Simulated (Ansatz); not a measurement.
# Cl2H2Sn: the cost of one run

Method: RKS PBE/def2-SVP, in Ansatz 0.2.0.

## Step 1: The structure to begin with

Bond lengths: Sn1–Cl2 2.410 Å, Sn1–Cl3 2.410 Å, Sn1–H4 1.739 Å, Sn1–H5 1.739 Å. Angles: Cl2–Sn1–Cl3 109.4°, Cl2–Sn1–H4 109.5°, Cl2–Sn1–H5 109.5°, Cl3–Sn1–H4 109.5°, Cl3–Sn1–H5 109.5°, H4–Sn1–H5 109.5°.

As a file:

```xyz
5

Sn    0.0000    0.0000    0.0000
Cl    0.0000    0.0000    2.4100
Cl    2.2726    0.0000   -0.8025
H    -0.8195    1.4198   -0.5794
H    -0.8195   -1.4198   -0.5794
```

## Step 2: Relaxing the start

The input, input.yaml:

```yaml
crystal:
  periodic: [false, false, false]
  atoms:
    - { symbol: Sn, position_ang: [0.0, 0.0, 0.0] }
    - { symbol: Cl, position_ang: [0.0, 0.0, 2.41] }
    - { symbol: Cl, position_ang: [2.2726, 0.0, -0.8025] }
    - { symbol: H, position_ang: [-0.8195, 1.4198, -0.5794] }
    - { symbol: H, position_ang: [-0.8195, -1.4198, -0.5794] }
basis:
  gaussian: { orbitals: def2-SVP }
hamiltonian:
  xc: pbe
relax:
  f_tol: 0.02
  max_steps: 40
```

On the command line:

```bash
> ansatz run input.yaml --threads 1 --pin off --max-ram 2048MiB --backend cpu --events-out ev --progress --plain --runs-dir out
```

What time and memory should one allow on 1 thread of Arm Neoverse V2, shared host?

About 9 s, with a peak of 0.12 GiB.
